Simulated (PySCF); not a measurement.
# Hf(NH2)4: other functionals and bases at one geometry

The task here is to estimate one member of a computed series from the others.

Program: PySCF 2.14.0. Level of theory: several levels, as the steps say, no spin–orbit coupling. These are calculated values, not measurements.

1 further run of the same task is left out (for a known fault of the program).

## The starting structure

13 atoms, charge 0, spin multiplicity 1.

Bond lengths: Hf1–N2 2.050 Å, Hf1–N5 2.050 Å, Hf1–N8 2.050 Å, Hf1–N11 2.050 Å, N2–H3 1.019 Å, N2–H4 1.017 Å, N5–H6 1.017 Å, N5–H7 1.019 Å, N8–H9 1.017 Å, N8–H10 1.019 Å, N11–H12 1.019 Å, N11–H13 1.017 Å. Angles: N2–Hf1–N5 110.2°, N2–Hf1–N8 108.1°, N2–Hf1–N11 110.2°, N5–Hf1–N8 110.2°, N5–Hf1–N11 108.1°, N8–Hf1–N11 110.2°, Hf1–N2–H3 123.6°, Hf1–N2–H4 128.5°, H3–N2–H4 107.8°, Hf1–N5–H6 128.5°, Hf1–N5–H7 123.6°, H6–N5–H7 107.8°, Hf1–N8–H9 128.5°, Hf1–N8–H10 123.6°, H9–N8–H10 107.8°, Hf1–N11–H12 123.6°, Hf1–N11–H13 128.5°, H12–N11–H13 107.8°.

Geometry (Å):

```
Hf    0.0000    0.0000    0.0000
N     1.2037    1.2221    1.1224
H     2.0513    0.9043    1.5896
H     1.1211    2.2238    1.2762
N    -1.2037   -1.1224    1.2221
H    -1.1211   -1.2762    2.2238
H    -2.0513   -1.5895    0.9043
N     1.2037   -1.2221   -1.1224
H     1.1211   -2.2238   -1.2762
H     2.0513   -0.9043   -1.5896
N    -1.2037    1.1224   -1.2221
H    -2.0513    1.5895   -0.9043
H    -1.1211    1.2762   -2.2238
```

Formal oxidation states: Hf +4. An earlier session relaxed this geometry at PBE0, Hf def2-SVP with ECP60, N def2-SVP, H def2-SVP (singlet, point group S4).

At PBE0 on the finer grid: E = -271.551570 Eh, HOMO -6.52 eV, LUMO 0.36 eV, Mulliken charge on Hf1 +0.94 e, largest force component 0.014 eV/Å. 

Levels to run: M06-L; wB97X; PBE0, TZVP. Hardware: 2 threads of Arm Neoverse V1, shared host.

The first run:

run.py (the lines that set the calculation) reads:

```python
mol = gto.M(atom='''
Hf     0.00001     0.00000     0.00000
N      1.20371     1.22207     1.12240
H      2.05128     0.90435     1.58960
H      1.12112     2.22379     1.27617
N     -1.20369    -1.12240     1.22207
H     -1.12109    -1.27618     2.22379
H     -2.05133    -1.58954     0.90433
N      1.20371    -1.22207    -1.12240
H      1.12112    -2.22379    -1.27617
H      2.05128    -0.90435    -1.58960
N     -1.20369     1.12240    -1.22207
H     -2.05133     1.58954    -0.90433
H     -1.12109     1.27618    -2.22379''',
    basis={'Hf': 'def2-SVP', 'N': 'def2-SVP', 'H': 'def2-SVP'},
    ecp={'Hf': 'def2-SVP'},
    charge=0, spin=0)
mf = dft.RKS(mol, xc='M06L')
mf.grids.atom_grid = (75, 302)
mf = mf.density_fit()  # fitting sets: Hf def2-universal-JKFIT, N def2-universal-JKFIT, H def2-universal-JKFIT
mf.conv_tol = 1e-08; mf.max_cycle = 55
mf.kernel(dm0)  # dm0: the density of the relaxed state
```

Run with:

```sh
> OMP_NUM_THREADS=2 python run.py
```

Among the steps run: M06-L; wB97X; PBE0, TZVP.

One of the session's tables, all rows but one given; the rest of the session is left out.

| level | HOMO (eV) | gap (eV) | charge on Hf1 (e) | largest force component (eV/Å) |
| --- | --- | --- | --- | --- |
| PBE0 (relaxed here) | -6.52 | 6.88 | 0.94 | 0.01 |
| M06-L | ? | ? | ? | ? |
| wB97X | -9.00 | 11.06 | 0.97 | 0.06 |
| PBE0, TZVP | -6.67 | 6.82 | 1.35 | 0.31 |

Estimate the missing values for M06-L.

As computed: HOMO (eV): -5.31; gap (eV): 5.50; charge on Hf1 (e): 1.13; largest force component (eV/Å): 0.09. In the column «HOMO (eV)» it is the highest.

In one basis the HOMO–LUMO gap runs from 5.50 eV (M06-L) to 11.06 eV (wB97X). The largest leftover force, 0.31 eV/Å with PBE0, TZVP, stands at a geometry relaxed at another level. Total energies of different levels can't be compared.
